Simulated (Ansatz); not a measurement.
Crystal: TaTe.

```
Ta Te
1.0
     3.42009    0.00000    0.00000
     0.00000    3.42009    0.00000
     0.00000    0.00000    3.42009
Ta Te
1 1
Direct
  0.50000 0.50000 0.50000
  0.00000 0.00000 0.00000
```

The cell was built by a generator and needn't be a form met in nature.

| Quantity | Value |
| --- | --- |
| Program | Ansatz 0.2.0 |
| Task | relaxation of cell and atoms |
| Functional | HSE06 |
| Potentials or basis | Ansatz PAW |
| Cutoff | 420 eV (not typed: the program's choice for these potentials) |
| k mesh | 4 × 4 × 4 |
| Occupations | fermi-dirac, width 0.05 eV |
| Spin | no spin polarisation |

At the start: volume 20.00 Å³/atom.

Where does the relaxation end?

It ends after 4 steps and the volume is 19.43 Å³/atom (-2.8 %); space group Pm-3m (No. 221, to 0.05 Å).

Step by step:
| step | energy change (eV) | largest force (eV/Å) | volume (Å³) |
| --- | --- | --- | --- |
| 1 | 0.0000 | 0.0000 | 40.00 |
| 2 | -0.0156 | 0.0000 | 38.99 |
| 3 | -0.0159 | 0.0000 | 38.87 |
| 4 | -0.0155 | 0.0000 | 38.87 |

Final structure:
```xyz
2
Lattice="3.3873 0.0000 0.0000 0.0000 3.3873 0.0000 0.0000 0.0000 3.3873" Properties=species:S:1:pos:R:3 pbc="T T T"
Ta    1.6937    1.6937    1.6937
Te    0.0000    0.0000    0.0000
```

Caveat: the k mesh is coarse (spacing up to 0.46 Å⁻¹), so the values aren't converged, least of all with exact exchange; the plane-wave basis is chosen anew once the cell has moved, so the energies of steps on either side of that aren't comparable; the PAW data sets come from PBE, with cores solved anew for the run's functional, which leaves a small shift of forces and pressure.
